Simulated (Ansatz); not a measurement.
# BF3H2: the cost of one run

Program: Ansatz 0.2.0. Level of theory: RKS PBE0/def2-SVP. These are calculated values, not measurements.

**1. The structure to begin with**

Bond lengths: F3–B4 1.300 Å, B4–F5 1.303 Å, B4–F6 1.301 Å. Angles: F3–B4–F5 120.1°, F3–B4–F6 120.0°, F5–B4–F6 119.9°.

Coordinates:

```xyz
6

H     0.2094   -0.1392   -2.2912
H    -0.4291   -0.0403   -1.8578
F     1.3007   -0.1151    0.6999
B     0.0540    0.0430    1.0311
F    -0.6054   -0.9378    1.5798
F    -0.5296    1.1894    0.8381
```

**2. Relaxing the start**

Contents of input.yaml:

```yaml
crystal:
  periodic: [false, false, false]
  atoms:
    - { symbol: H, position_ang: [0.2094, -0.1392, -2.2912] }
    - { symbol: H, position_ang: [-0.4291, -0.0403, -1.8578] }
    - { symbol: F, position_ang: [1.3007, -0.1151, 0.6999] }
    - { symbol: B, position_ang: [0.054, 0.043, 1.0311] }
    - { symbol: F, position_ang: [-0.6054, -0.9378, 1.5798] }
    - { symbol: F, position_ang: [-0.5296, 1.1894, 0.8381] }
basis:
  gaussian: { orbitals: def2-SVP }
hamiltonian:
  xc: pbe0
relax:
  f_tol: 0.02
  max_steps: 40
```

The run is started by

```bash
> ansatz run input.yaml --threads 1 --pin off --max-ram 2048MiB --backend cpu --events-out ev --progress --plain --runs-dir out
```

What time and memory should one allow on 1 thread of Intel Xeon Platinum 8259CL at 2.50GHz (Skylake/Cascade Lake), shared host?

About 30 s, with a peak of 0.14 GiB.
